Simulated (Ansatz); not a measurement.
# CH2OZn: taking an electron away

The task here is to estimate one member of a computed series from the others.

Method: unrestricted cation, the program's frozen cores in correlated methods; program: Ansatz 0.2.0, Gaussian basis.

Levels to be run: UKS PBE-D4/def2-TZVPP; UKS r2SCAN-D4/def2-TZVPP; UKS PBE0-D4/def2-TZVPP; UKS B3LYP-D4/def2-TZVPP; UKS wB97X-V/def2-TZVPP; UKS wB97M-V/def2-TZVPP; UKS B2PLYP (frozen core with 3s3p of Cu, Zn)/def2-TZVPP; UHF-CCSD(T) with 3s3p of Cu, Zn/def2-TZVPP; UHF-MP2 with 3s3p of Cu, Zn/def2-QZVPP; extrapolation to the limit; then −ε(HOMO) from the neutral's earlier runs with LDA (SPW92), PBE-D4, revPBE-D4, BLYP-D4, r2SCAN-D4, B97M-V, PBE0-D4, B3LYP-D4, r2SCANh-D4, r2SCAN0-D4, HSE06-D4, BHLYP-D4, CAM-B3LYP-D4, LC-ωPBE, ωB97X-V, ωB97M-V.

**Structure used throughout**

All runs share one geometry, relaxed beforehand with PBE0-D4 in a triple-zeta def2 set.

5 atoms, charge 0, spin multiplicity 1.

Atoms are counted from 1 here; the program's logs count them from 0.

Bond lengths: C1–O2 1.196 Å, C1–H4 1.108 Å, C1–H5 1.109 Å. Angles: O2–C1–H4 121.9°, O2–C1–H5 121.9°, H4–C1–H5 116.2°.

The first run:

Contents of in.yaml:

```yaml
crystal:
  periodic: [false, false, false]
  atoms:
    - {symbol: C, position_ang: [-0.403264, 0.421953, -0.458864]}
    - {symbol: O, position_ang: [-0.922645, -0.515965, 0.071874]}
    - {symbol: Zn, position_ang: [1.673485, -1.741271, 1.782545]}
    - {symbol: H, position_ang: [-0.965564, 1.098369, -1.132181]}
    - {symbol: H, position_ang: [0.667888, 0.663416, -0.304773]}
basis:
  gaussian: {orbitals: def2-TZVPP}
total_charge: 1
magnetization: {spin_polarized: true, initial_magnetization: 1}
hamiltonian: {xc: pbe, dispersion: d4}
```

Launch:

```bash
> ansatz run in.yaml --threads 2 --pin off --events-out ev --progress --plain --max-ram 4352MiB
```

Among the steps run: Cation, UKS PBE-D4/def2-TZVPP; Cation, UKS r2SCAN-D4/def2-TZVPP; Cation, UKS PBE0-D4/def2-TZVPP; Cation, UKS B3LYP-D4/def2-TZVPP; Cation, UKS wB97X-V/def2-TZVPP; Cation, UKS wB97M-V/def2-TZVPP; Cation, UKS B2PLYP (frozen core with 3s3p of Cu, Zn)/def2-TZVPP; Cation, UHF-CCSD(T) with 3s3p of Cu, Zn/def2-TZVPP; Cation, UHF-MP2 with 3s3p of Cu, Zn/def2-QZVPP.

One of the session's tables, all rows but one given; the rest of the session is left out.

For comparison, −ε(HOMO) of the neutral from earlier runs:

| functional | −ε(HOMO) (eV) |
| --- | --- |
| LDA (SPW92) | ? |
| PBE-D4 | 5.56 |
| revPBE-D4 | 5.47 |
| BLYP-D4 | 5.51 |
| r2SCAN-D4 | 5.78 |
| B97M-V | 5.50 |
| PBE0-D4 | 6.28 |
| B3LYP-D4 | 6.25 |
| r2SCANh-D4 | 6.05 |
| r2SCAN0-D4 | 6.46 |
| HSE06-D4 | 5.88 |
| BHLYP-D4 | 6.96 |
| CAM-B3LYP-D4 | 7.57 |
| LC-ωPBE | 8.63 |
| ωB97X-V | 8.35 |
| ωB97M-V | 8.37 |

Q: Estimate the row for LDA (SPW92) from the others.

The run gave: −ε(HOMO) (eV): 5.80. In the column «−ε(HOMO) (eV)» it lies between r2SCAN-D4 (5.78) and HSE06-D4 (5.88).
